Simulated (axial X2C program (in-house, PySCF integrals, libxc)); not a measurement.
**FSbF⁻: bond lengths and stretches, held linear**

Aim: the two bond lengths and stretching wavenumbers of linear FSbF⁻, with and without spin–orbit coupling, at PBE0, HF, LDA, MP2.

Program: an in-house X2C program for linear molecules on PySCF integrals. Level of theory: all-electron X2C, two-component (2c) or spin-free, F dyall-av3z, Sb dyall-v3z. These are calculated values, not measurements.

All values are calculated.

2 further runs of the same task are left out: 2 set aside as unsound or not needed.

## Step 1: Set-up

task.json

```json
{
 "zs": [
  9,
  51,
  9
 ],
 "q": -1,
 "bas": [
  "dyall-av3z",
  "dyall-v3z",
  "dyall-av3z"
 ],
 "r0": [
  2.04,
  2.04
 ],
 "symm": 1,
 "scan": [
  "PBE0",
  "HF",
  "LDA"
 ],
 "levels": [
  "PBE0",
  "HF",
  "BHandHLYP"
 ],
 "nst": 2
}
```

Keys: zs atomic numbers; q charge; bas basis sets; r0 starting distance in Å; symm equal bonds; scan levels of the two-bond scan (MP2 follows by itself at each HF point); levels methods; nst determinants followed.

Launch:

```console
$ python solin.py task.json out
```

Masses F 18.998, Sb 120.904, F 18.998 u.

## Step 2: Scan at PBE0, 2c

State: Ω = 1 (beyond evenly filled blocks: ω = -1/2, ω = 3/2). Energies above the lowest point, from the job's result record:

```csv
r(F–Sb) (Å),r(Sb–F) (Å),E (meV)
2.0719,2.0719,30.86
2.0719,2.1250,12.50
2.0719,2.1781,20.51
2.1250,2.0719,12.50
2.1250,2.1250,0.00
2.1250,2.1781,13.60
2.1250,2.2313,47.16
2.1781,2.0719,20.51
2.1781,2.1250,13.60
2.1781,2.1781,32.55
2.2313,2.1250,47.16
2.2313,2.2313,114.73
```

A quadratic surface with cubic terms in each bond gives the minimum at 2.122 and 2.122 Å, force constants 1.49, 1.49 and coupling 0.30 mdyn/Å.

## Step 3: Scan at HF, 2c

State: Ω = 1 (beyond evenly filled blocks: ω = -1/2, ω = 3/2). Energies above the lowest point, from the job's result record:

```csv
r(F–Sb) (Å),r(Sb–F) (Å),E (meV)
2.0719,2.0719,25.12
2.0719,2.1250,8.79
2.0719,2.1781,16.53
2.1250,2.0719,8.79
2.1250,2.1250,0.00
2.1250,2.1781,14.99
2.1250,2.2313,47.81
2.1781,2.0719,16.53
2.1781,2.1250,14.99
2.1781,2.1781,36.97
2.2313,2.1250,47.81
2.2313,2.2313,122.57
```

A quadratic surface with cubic terms in each bond gives the minimum at 2.118 and 2.118 Å, force constants 1.38, 1.38 and coupling 0.40 mdyn/Å.

## Step 4: Scan at LDA, 2c

State: Ω = 1 (beyond evenly filled blocks: ω = -1/2, ω = 3/2). Energies above the lowest point, from the job's result record:

```csv
r(F–Sb) (Å),r(Sb–F) (Å),E (meV)
2.0719,2.0719,9.46
2.0719,2.1250,2.08
2.0719,2.1781,20.82
2.1250,2.0719,2.08
2.1250,2.1250,0.00
2.1250,2.1781,23.77
2.1250,2.2313,67.30
2.1781,2.0719,20.82
2.1781,2.1250,23.77
2.1781,2.1781,52.32
2.2313,2.1250,67.30
2.2313,2.2313,152.68
```

A quadratic surface with cubic terms in each bond gives the minimum at 2.105 and 2.105 Å, force constants 1.59, 1.59 and coupling 0.27 mdyn/Å.

## Step 5: Comparison

| level | r(F–Sb) (Å) | r(Sb–F) (Å) | lower stretch (cm⁻¹) | upper stretch (cm⁻¹) |
| --- | --- | --- | --- | --- |
| PBE0, 2c | 2.122 | 2.122 | 373.3 | 400.2 |
| HF, 2c | 2.118 | 2.118 | 340.6 | 398.8 |
| LDA, 2c | 2.105 | 2.105 | 393.3 | 407.4 |
| MP2, 2c | 2.126 | 2.126 | 379.4 | 404.7 |
| PBE0, spin-free | 2.121 | 2.121 | 373.8 | 401.0 |
| HF, spin-free | 2.117 | 2.117 | 341.1 | 399.7 |
| LDA, spin-free | 2.104 | 2.104 | 393.8 | 408.4 |
| MP2, spin-free | 2.125 | 2.125 | 379.8 | 405.4 |

Scans not shown above were run alike.

**Reading.** Over the levels the F–Sb bond spans 2.104 to 2.126 Å and the Sb–F bond 2.104 to 2.126 Å. At PBE0 going from spin-free to two-component moves the bonds by +0.001 and +0.001 Å. Each state is one determinant, the lowest of a limited PBE0 search; the stretches come from a fit to few points and are good to some per cent at best. The stretches are sorted by size, and where the two bonds are alike the symmetric and antisymmetric modes can swap order between levels. MP2 freezes inner shells (threshold -2 hartree). For an anion the highest level of a functional can be positive, and the basis then holds the extra electron. The molecule was held linear; bending was not examined, so a bent shape may lie lower. Open-shell Ω = 0 determinants with evenly filled partner blocks cannot be reached by this program, so the Ω shown need not be the lowest component. Note: several unpaired electrons, one determinant need not be a pure state.
